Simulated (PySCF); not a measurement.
# C2H3NOSi: the cost of one run

The runs use PySCF 2.14.0, with density-fitted response routines of our own; the level of theory stands in each step. All values are computed, except where a source is named. Atoms are numbered from 0 throughout.

### Step 1. The molecule as given

8 atoms, charge 0, multiplicity 1; geometry from: PBE0-D3(BJ)/def2-SVP.

Bonds of the start (Å): N0–C1 1.16, C1–Si2 1.86, Si2–C3 1.93, C3–O4 1.20, Si2–H5 1.49, Si2–H6 1.49, C3–H7 1.12.

### Step 2. Nuclear shieldings: PBE0/pcSseg-2

Job settings and geometry (Å):

```
{"job": {"kind": "nmr", "xc": "PBE0", "basis": "pcSseg-2", "pop": false}, "charge": 0, "multiplicity": 1}
N      2.375638     1.178323    -1.135466
C      1.600566     0.464109    -0.651139
Si     0.295782    -0.608365     0.120595
C     -1.345410     0.405509     0.255409
O     -2.299019    -0.116744     0.770586
H      0.078838    -1.792877    -0.750853
H      0.749045    -1.004270     1.479376
H     -1.400759     1.455249    -0.141039
```

Method: GIAO PBE0/pcSseg-2 NMR shielding, non-relativistic, gas phase.

Started as:

```
$ OMP_NUM_THREADS=1 python probes_run.py task.json out
```

This one command runs all jobs of the session in turn.

Q: Estimate the wall time and peak memory of this first job on 1 thread of Arm Neoverse V2, shared host.

About 16 s, with a peak of 0.93 GiB.
